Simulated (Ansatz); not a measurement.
What does this script print? It uses the Python package of Ansatz (0.2.0).

`POSCAR`
```text
Mg
1.0
  -1.47650000    1.47650000    1.47650000
   1.47650000   -1.47650000    1.47650000
   1.47650000    1.47650000   -1.47650000
Mg
1
Direct
   0.00000000    0.00000000    0.00000000
```

Script `run_robust.py`:
```python
"""Refuse a result for Mg that has doubts or was not closed by its thresholds."""

import warnings

import ansatz as az
from ase.io import read

XC = "PBEsol"
VDW = "d3bjatm"
ECUT = 450
FILLING = "gaussian"

atoms = read("POSCAR", format="vasp")
structure = az.Crystal.from_ase(atoms)

calc = (
    structure.calculation()
    .functional(XC, dispersion=VDW)
    .basis(ECUT)
    .kpoints(11)
    .occupations(FILLING)
)

with warnings.catch_warnings(record=True) as caught:
    warnings.simplefilter("always")
    out = calc.forces().stress().run(threads=1)
for item in caught:
    if issubclass(item.category, (az.RunWarning, az.DeckWarning)):
        print(item.category.__name__, "-", str(item.message)[:120])
summary = out.report
doubts = summary["published_state_doubts"]
if doubts or summary.get("closed_by") != "deck_thresholds":
    print("rejected:", doubts, summary.get("closed_by"))
else:
    print(f"accepted: F = {summary['free_energy_ev']:.5f} eV")
```

```console
$ python run_robust.py
accepted: F = -1911.30978 eV
```

Notes:
- Absolute energies stand on the zero of these potentials, so only differences at equal settings mean something. A total without «per atom» is that of the cell as typed.
- Dispersion corrections can be off by several per cent in the lattices of metals, and by several GPa in the pressure at a fixed cell.
- For a metal this k-point mesh is coarse: on a finer one energies can move by several to tens of meV an atom and pressures by half a GPa or more, differences at one mesh by less.
- At these settings the cell as given stands under about 55 GPa, so it isn't at this functional's equilibrium volume and may be a high-pressure phase.
- This isn't the structure that Mg takes at ambient conditions.
- Finished in 1.5 s on 1 thread of Arm Neoverse V2, with other jobs on the host, peak memory 0.36 GiB.
